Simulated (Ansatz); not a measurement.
H2ISi, SMILES [SiH2]I, a relaxed scan of one distance

Computed with Ansatz 0.2.0, Python API.

The script reads `h2isi.xyz`:
```text
4

Si   -0.13220   -0.31030   -0.40850
I     1.82130   -0.32850    0.98530
H    -1.40110   -0.52300    0.41880
H    -0.23240    1.10150   -1.01590
```

Notebook, run cell by cell (the value of a cell's last expression is shown):

**Cell 1**
```python
import ansatz as az
import numpy as np
```

**Cell 2**
```python
SETTINGS = {
    "basis": "def2-SVP",
    "xc": "HF",
}
```

**Cell 3**
```python
geometry = az.Crystal.molecule_from_extxyz("h2isi.xyz")
```

**Cell 4**
```python
calc = (
    geometry.calculation()
    .basis(gaussian=SETTINGS["basis"])
    .functional(SETTINGS["xc"])
    .spin("collinear", total=1)
)
symbols = [site.symbol for site in geometry.cartesian_sites]
pairs = [(0, 1), (0, 2), (0, 3)]
print("held (A)   E (eV)        ", "  ".join(f"{symbols[i]}{i}-{symbols[j]}{j}" for i, j in pairs))
for length in [1.42, 1.54, 1.66, 1.85, 2.08]:
    rep = calc.relax(constraints=[az.DistanceConstraint((0, 3), at=length)], force_tolerance=0.02, max_steps=60).run().report
    xyz = np.array(rep["positions_ang"])
    print(f"{length:6.2f} {rep['free_energy_ev']:14.5f}  ", "  ".join(f"{np.linalg.norm(xyz[i] - xyz[j]):.3f}" for i, j in pairs))
```
Output:
```text
held (A)   E (eV)         Si0-I1  Si0-H2  Si0-H3
DeckWarning: relax.constraints: the input's atoms, or those drawn, lie off the distances that are held; a relaxation that starts there is brought onto them ahead of its first SCF, by positions alone, an atom by 6.01e-2 Å at the most. With the symmetry [...]
  1.42   -15963.60345   2.464  1.478  1.420
  1.54   -15963.60456   2.462  1.478  1.540
  1.66   -15963.38720   2.460  1.478  1.660
  1.85   -15962.81653   2.457  1.478  1.850
  2.08   -15962.03826   2.461  1.484  2.080
```

What to keep in mind:
- Total energies depend on the basis set; only differences at equal settings carry meaning.
- Warnings are shown shortened and without file and line.
- The energies are electronic: no zero-point or thermal terms, and the basis set is short of its limit.
- def2 sets replace the cores of elements past krypton by effective core potentials.
- The run takes the species as open-shell (spin multiplicity 2), which needn't be its ground state.
- The expectation value of S² is noticeably off S(S+1) in at least one run, so that state is spin-contaminated.
- It ran for 30 s on 1 thread of Arm Neoverse V1 (shared host), peak memory 0.2 GiB.
